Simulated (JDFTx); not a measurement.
# HfB (Fm-3m) in JDFTx: a series of runs

The runs below take HfB through single point, with PBE, PBE+U.

Everything below comes from runs of JDFTx 1.7.0 (patched build). Logs are shortened: lines on timing, memory, paths and dates and some standing lists are left out, and cuts for length are marked. The log counts tension as positive stress, the text compression.

## Step 1: Starting point

The structure is cubic, space group Fm-3m (No. 225). Conventional cell: a = 4.620 Å, b = 4.620 Å, c = 4.620 Å, α = 90.00°, β = 90.00°, γ = 90.00°. Hf (site symmetry m-3m) has 6 B at 2.31 Å as nearest neighbours. B (site symmetry m-3m) has 6 Hf at 2.31 Å as nearest neighbours.

## Step 2: Single point, PBE

Input file HfB.in:

```
lattice \
    0.0000000000     4.3652673479     4.3652673479 \
    4.3652673479     0.0000000000     4.3652673479 \
    4.3652673479     4.3652673479     0.0000000000
coords-type Cartesian
ion Hf     4.3652673479     4.3652673479     4.3652673479 1
ion B      0.0000000000     0.0000000000     0.0000000000 1

ion-species pseudo/Hf.upf
ion-species pseudo/B.upf
elec-cutoff 38 304
elec-ex-corr gga-PBE
kpoint-folding 10 10 10
elec-smearing Fermi 0.0018374661
elec-n-bands 13
electronic-SCF nIterations 100 energyDiffThreshold 1e-09
electronic-minimize nIterations 30 energyDiffThreshold 1e-7
converge-empty-states yes
forces-output-coords Cartesian

dump-name run.$VAR
dump End Ecomponents EigStats BandEigs Kpoints Forces Stress ElecDensity
```

Potentials or basis: PseudoDojo-SR-PBE-0.5-standard with smoothed tails.

Command:

```sh
$ jdftx -c 1 -i HfB.in -o HfB.out
```

The log of the run:

```text
*************** JDFTx 1.7.0 (patched build) ***************

Input parsed successfully to the following command list (including defaults):
[... the input with its defaults ...]

---------- Setting up symmetries ----------

Found 48 point-group symmetries of the bravais lattice
Found 48 space-group symmetries with basis
Applied RMS atom displacement 7.86961e-17 bohrs to make symmetries exact.

---------- Initializing the Grid ----------
R =
[            0      4.36527      4.36527  ]
[      4.36527            0      4.36527  ]
[      4.36527      4.36527            0  ]
unit cell volume = 166.365
G =
[  -0.719679   0.719679   0.719679  ]
[   0.719679  -0.719679   0.719679  ]
[   0.719679   0.719679  -0.719679  ]
Minimum fftbox size, Smin = [  52  52  52  ]
Chosen fftbox size, S = [  54  54  54  ]

---------- Initializing tighter grid for wavefunction operations ----------
R =
[            0      4.36527      4.36527  ]
[      4.36527            0      4.36527  ]
[      4.36527      4.36527            0  ]
unit cell volume = 166.365
G =
[  -0.719679   0.719679   0.719679  ]
[   0.719679  -0.719679   0.719679  ]
[   0.719679   0.719679  -0.719679  ]
Minimum fftbox size, Smin = [  36  36  36  ]
Chosen fftbox size, S = [  36  36  36  ]

---------- Exchange Correlation functional ----------
Initalized PBE GGA exchange.
Initalized PBE GGA correlation.

---------- Setting up pseudopotentials ----------
Width of ionic core gaussian charges (only for fluid interactions / plotting) set to 0

Reading pseudopotential file 'pseudo/Hf.upf':
  'Hf' pseudopotential, 'PBE' functional
  Generated using ONCVPSP code by D. R. Hamann
  12 valence electrons, 4 orbitals, 8 projectors, 1001 radial grid points, with lMax = 3
    5S    l: 0   occupation:  2.0   eigenvalue: -2.462799
    5P    l: 1   occupation:  6.0   eigenvalue: -1.307320
    5D    l: 2   occupation:  2.0   eigenvalue: -0.098817
    6S    l: 0   occupation:  2.0   eigenvalue: -0.187732
  Core radius for overlap checks: 2.38 bohrs.

Reading pseudopotential file 'pseudo/B.upf':
  'B' pseudopotential, 'PBE' functional
  Generated using ONCVPSP code by D. R. Hamann
  3 valence electrons, 2 orbitals, 4 projectors, 1001 radial grid points, with lMax = 1
    2S    l: 0   occupation:  2.0   eigenvalue: -0.347027
    2P    l: 1   occupation:  1.0   eigenvalue: -0.132548
  Core radius for overlap checks: 1.18 bohrs.

Initialized 2 species with 2 total atoms.

Folded 1 k-points by 10x10x10 to 1000 k-points.

---------- Setting up k-points, bands, fillings ----------
Reduced to 47 k-points under symmetry.
Computing the number of bands and number of electrons
Calculating initial fillings.
nElectrons:  15.000000   nBands: 13   nStates: 47

----- Setting up reduced wavefunction bases (one per k-point) -----
average nbasis = 1861.057 , ideal nbasis = 1861.367

---------- Setting up ewald sum ----------
Optimum gaussian width for ewald sums = 1.982629 bohr.
Real space sum over 1331 unit cells with max indices [  5  5  5  ]
Reciprocal space sum over 2197 terms with max indices [  6  6  6  ]

---------- Allocating electronic variables ----------
Initializing wave functions:  linear combination of atomic orbitals
Hf pseudo-atom occupations:   s ( 2 2 )  p ( 6 )  d ( 2 )
B pseudo-atom occupations:   s ( 2 )  p ( 1 )
	FillingsUpdate:  mu: +0.564867747  nElectrons: 15.000000
LCAOMinimize: Iter:   0  F: -52.8793762198188162  |grad|_K:  4.351e-03  alpha:  1.000e+00
	FillingsUpdate:  mu: +0.551348180  nElectrons: 15.000000
LCAOMinimize: Iter:   1  F: -52.9231487373376481  |grad|_K:  2.097e-04  alpha:  4.556e-01  linmin:  2.290e-01  cgtest: -9.579e-01
	FillingsUpdate:  mu: +0.551298979  nElectrons: 15.000000
[... 5 lines of inner loops ...]
LCAOMinimize: Encountered beta<0, resetting CG.
	FillingsUpdate:  mu: +0.551888620  nElectrons: 15.000000
LCAOMinimize: Iter:   5  F: -52.9232541497902105  |grad|_K:  1.375e-07  alpha:  4.591e-01  linmin:  1.441e-04  cgtest: -8.557e-04
LCAOMinimize: Converged (|Delta F|<1.000000e-06 for 2 iters).

-------- Electronic minimization -----------
Will mix electronic density at each iteration.
	FillingsUpdate:  mu: +0.551888620  nElectrons: 15.000000
	FillingsUpdate:  mu: +0.548236096  nElectrons: 15.000000
SCF: Cycle:  0   F: -52.948926174310635   dF: -2.567e-02   |Residual|: 2.301e-02   |deigs|: 2.036e-02
	FillingsUpdate:  mu: +0.546497145  nElectrons: 15.000000
SCF: Cycle:  1   F: -52.949406289627206   dF: -4.801e-04   |Residual|: 1.090e-02   |deigs|: 5.106e-03
	FillingsUpdate:  mu: +0.545392589  nElectrons: 15.000000
SCF: Cycle:  2   F: -52.949450858584967   dF: -4.457e-05   |Residual|: 2.460e-03   |deigs|: 3.634e-03
	FillingsUpdate:  mu: +0.545418539  nElectrons: 15.000000
SCF: Cycle:  3   F: -52.949454094811067   dF: -3.236e-06   |Residual|: 6.713e-04   |deigs|: 1.450e-03
	FillingsUpdate:  mu: +0.545335488  nElectrons: 15.000000
SCF: Cycle:  4   F: -52.949454387539767   dF: -2.927e-07   |Residual|: 3.421e-04   |deigs|: 4.716e-04
	FillingsUpdate:  mu: +0.545374832  nElectrons: 15.000000
SCF: Cycle:  5   F: -52.949454507485648   dF: -1.199e-07   |Residual|: 5.132e-05   |deigs|: 2.423e-04
	FillingsUpdate:  mu: +0.545382157  nElectrons: 15.000000
SCF: Cycle:  6   F: -52.949454518726064   dF: -1.124e-08   |Residual|: 3.208e-05   |deigs|: 1.449e-04
	FillingsUpdate:  mu: +0.545379551  nElectrons: 15.000000
SCF: Cycle:  7   F: -52.949454522200199   dF: -3.474e-09   |Residual|: 8.578e-06   |deigs|: 1.471e-04
	FillingsUpdate:  mu: +0.545379056  nElectrons: 15.000000
SCF: Cycle:  8   F: -52.949454522878128   dF: -6.779e-10   |Residual|: 3.650e-06   |deigs|: 9.297e-05
	FillingsUpdate:  mu: +0.545379147  nElectrons: 15.000000
SCF: Cycle:  9   F: -52.949454523086338   dF: -2.082e-10   |Residual|: 1.008e-05   |deigs|: 1.057e-04
SCF: Converged (|Delta E|<1.000000e-09 for 2 iters).

Setting wave functions to eigenvectors of Hamiltonian
Converging empty states (this may take a while): |deigs|: 9.524e-04

# Stress tensor in Cartesian coordinates [Eh/a0^3]:
[  -0.00104202            0            0  ]
[            0  -0.00104202            0  ]
[            0            0  -0.00104202  ]

# Ionic positions in cartesian coordinates:
ion Hf   4.365267347900000   4.365267347900000   4.365267347900000 1
ion B   0.000000000000000  -0.000000000000000  -0.000000000000000 1

# Forces in Cartesian coordinates:
force Hf  -0.000000000000000   0.000000000000000   0.000000000000000 1
force B  -0.000000000000000   0.000000000000000  -0.000000000000000 1

# Energy components:
   Eewald =      -44.6676344705231330
       EH =        6.5978651656810046
     Eloc =      -25.2850137488218536
      Enl =        2.8311804670233545
      Exc =      -15.5932087854993284
 Exc_core =        6.4232779148771240
       KE =       16.7444959433070260
-------------------------------------
     Etot =      -52.9490375139558012
       TS =        0.0004170091305360
-------------------------------------
        F =      -52.9494545230863380

IonicMinimize: Iter:   0  F: -52.949454523086338  |grad|_K:       -nan
IonicMinimize: None of the convergence criteria satisfied after 0 iterations.

#--- Lowdin population analysis ---
# oxidation-state Hf +0.541
# oxidation-state B -0.520

Dumping 'run.eigStats' ...
	eMin: -1.650187 at state 0 ( [ +0.000000 +0.000000 +0.000000 ] spin 0 )
	HOMO: +0.544643 at state 13 ( [ +0.000000 +0.100000 -0.200000 ] spin 0 )
	mu  : +0.545378
	LUMO: +0.545666 at state 36 ( [ +0.100000 +0.300000 +0.500000 ] spin 0 )
	eMax: +1.081075 at state 5 ( [ +0.000000 +0.000000 +0.500000 ] spin 0 )
	HOMO-LUMO gap: +0.001023
	Optical gap  : +0.021062 at state 31 ( [ +0.100000 +0.200000 +0.300000 ] spin 0 )
Done!
```

It took 30 s on 1 thread of Intel Xeon 6975P-C (Granite Rapids), shared host; peak memory 0.12 GiB.

Results:

* Free energy: -1440.8281 eV
* Pressure: 30.7 GPa
* Band gap on the k mesh: none (metal or under the smearing width)
* Loewdin charges: Hf +0.54; B -0.52 e

Caveat: a pressure of tens of GPa on the cell as given is suspect, and the run, the potentials or the cell itself is likely at fault. Spin-orbit coupling is left out, which matters for the levels of Hf.

## Step 3: Single point, PBE+U

HfB.in: that of step 2 with these lines changed.

```diff
@@ -15,2 +15,3 @@
 elec-n-bands 13
+add-U Hf d 0.036749
 electronic-SCF nIterations 100 energyDiffThreshold 1e-09
@@ -21,2 +22,2 @@
 dump-name run.$VAR
-dump End Ecomponents EigStats BandEigs Kpoints Forces Stress ElecDensity
+dump End Ecomponents EigStats BandEigs Kpoints Forces Stress ElecDensity RhoAtom Dtot KEdensity
```

Potentials or basis: PseudoDojo-SR-PBE-0.5-standard with smoothed tails.

Command:

```sh
$ jdftx -c 1 -i HfB.in -o HfB.out
```

Wall time 32 s (1 thread of Intel Xeon 6975P-C (Granite Rapids), shared host); peak memory 0.12 GiB.

Results (log left out):

* Free energy: -1439.6705 eV
* Pressure: 29.1 GPa
* Band gap on the k mesh: none (metal or under the smearing width)
* Loewdin charges: Hf +0.53; B -0.51 e

Levels at points of the mesh, in eV from the Fermi level:
```tsv
k point	band 5	band 6	band 7	band 8	band 9	band 10
(0.00, 0.00, 0.00)	-9.49	2.28	2.28	2.28	4.04	4.04
(0.00, 0.00, 0.50)	-4.99	-3.99	-1.44	-1.44	6.63	6.63
(0.00, 0.50, 0.50)	-7.10	-1.04	-0.84	2.45	2.45	6.25
```

Eigenvalues of the final occupation matrices:
```
     site  spin  trace               eigenvalues
atom 1 Hf     1   3.02  0.53 0.53 0.53 0.71 0.71
```

Caveat: a pressure of tens of GPa on the cell as given is suspect, and the run, the potentials or the cell itself is likely at fault; U without spin polarisation on a metal has little footing; the U is typed as a test and isn't derived for this compound. Spin-orbit coupling is left out, which matters for the levels of Hf.

## Step 4: Single point, PBE+U

HfB.in: that of step 3 with these lines changed.

```diff
@@ -15,3 +15,3 @@
 elec-n-bands 13
-add-U Hf d 0.036749
+add-U Hf d 0.073499
 electronic-SCF nIterations 100 energyDiffThreshold 1e-09
@@ -22,2 +22,2 @@
 dump-name run.$VAR
-dump End Ecomponents EigStats BandEigs Kpoints Forces Stress ElecDensity RhoAtom Dtot KEdensity
+dump End Ecomponents EigStats BandEigs Kpoints Forces Stress ElecDensity RhoAtom
```

Command:

```sh
$ jdftx -c 1 -i HfB.in -o HfB.out
```

Wall time 33 s (1 thread of Intel Xeon 6975P-C (Granite Rapids), shared host); peak memory 0.12 GiB.

The run converged. Its results:

- Free energy: -1438.5169 eV
- Pressure: 27.7 GPa
- Band gap on the k mesh: none (metal or under the smearing width)
- Loewdin charges: Hf +0.53; B -0.50 e

Levels at points of the mesh, in eV from the Fermi level:
```
           k point  band 5  band 6  band 7  band 8  band 9  band 10
(0.00, 0.00, 0.00)   -9.43    2.33    2.33    2.33    4.09     4.09
(0.00, 0.00, 0.50)   -4.98   -3.93   -1.52   -1.52    6.69     6.69
(0.00, 0.50, 0.50)   -7.50   -1.01   -0.78    2.50    2.50     6.22
```

Eigenvalues of the final occupation matrices:
```csv
site,spin,trace,eigenvalues
atom 1 Hf,1,3.02,0.53 0.53 0.53 0.72 0.72
```

Caveat: U without spin polarisation on a metal has little footing; the U is typed as a test and isn't derived for this compound.

## Step 5: Single point, PBE+U

HfB.in: that of step 4 with these lines changed.

```diff
@@ -15,3 +15,3 @@
 elec-n-bands 13
-add-U Hf d 0.073499
+add-U Hf d 0.110248
 electronic-SCF nIterations 100 energyDiffThreshold 1e-09
@@ -22,2 +22,2 @@
 dump-name run.$VAR
-dump End Ecomponents EigStats BandEigs Kpoints Forces Stress ElecDensity RhoAtom
+dump End Ecomponents EigStats BandEigs Kpoints Forces Stress ElecDensity RhoAtom Dtot KEdensity
```

Command:

```sh
$ jdftx -c 1 -i HfB.in -o HfB.out
```

Run time: 32 s. Hardware: 1 thread of Intel Xeon 6975P-C (Granite Rapids), shared host; peak memory 0.12 GiB.

It converged, with:

| Quantity | Value |
| --- | --- |
| Free energy | -1437.3678 eV |
| Pressure | 26.4 GPa |
| Band gap on the k mesh | none (metal or under the smearing width) |
| Loewdin charges | Hf +0.52; B -0.50 e |

Levels at points of the mesh, in eV from the Fermi level:
```
           k point  band 4  band 5  band 6  band 7  band 8  band 9  band 10
(0.00, 0.00, 0.00)  -27.98   -9.38    2.39    2.39    2.39    4.04     4.04
(0.00, 0.00, 0.50)  -28.06   -4.95   -3.87   -1.60   -1.60    6.74     6.74
(0.00, 0.50, 0.50)  -28.24   -7.92   -0.97   -0.72    2.56    2.56     6.17
```

Eigenvalues of the final occupation matrices:
| site | spin | trace | eigenvalues |
| --- | --- | --- | --- |
| atom 1 Hf | 1 | 3.02 | 0.52 0.52 0.52 0.73 0.73 |

Caveat: U without spin polarisation on a metal has little footing; the U is typed as a test and isn't derived for this compound.

## Step 6: The runs side by side

```csv
level,U,gap on the mesh (eV),pressure (GPa)
PBE,-,none,30.7
PBE+U,Hf d U = 1 eV,none,29.1
PBE+U,Hf d U = 2 eV,none,27.7
PBE+U,Hf d U = 3 eV,none,26.4
```

Alike in all rows: task single point; potentials or basis PseudoDojo-SR-PBE-0.5-standard with smoothed tails; no spin polarisation; cell as given; k mesh 10 × 10 × 10; cutoff (eV) 1034; smearing fermi-dirac 0.05 eV.

Every run on the cell as given and a fine mesh finds a metal. The pressure there spans 26.4 GPa (PBE+U) to 30.7 GPa (PBE); a positive pressure means that this level wants a larger cell, a negative one a smaller.

Caveats: U without spin polarisation on a metal has little footing (some runs); the U is typed as a test and isn't derived for this compound (some runs); a pressure of tens of GPa on the cell as given is suspect, and the run, the potentials or the cell itself is likely at fault (some runs).

Total energies depend on the potentials used, so only differences within one code and one set of settings carry meaning.
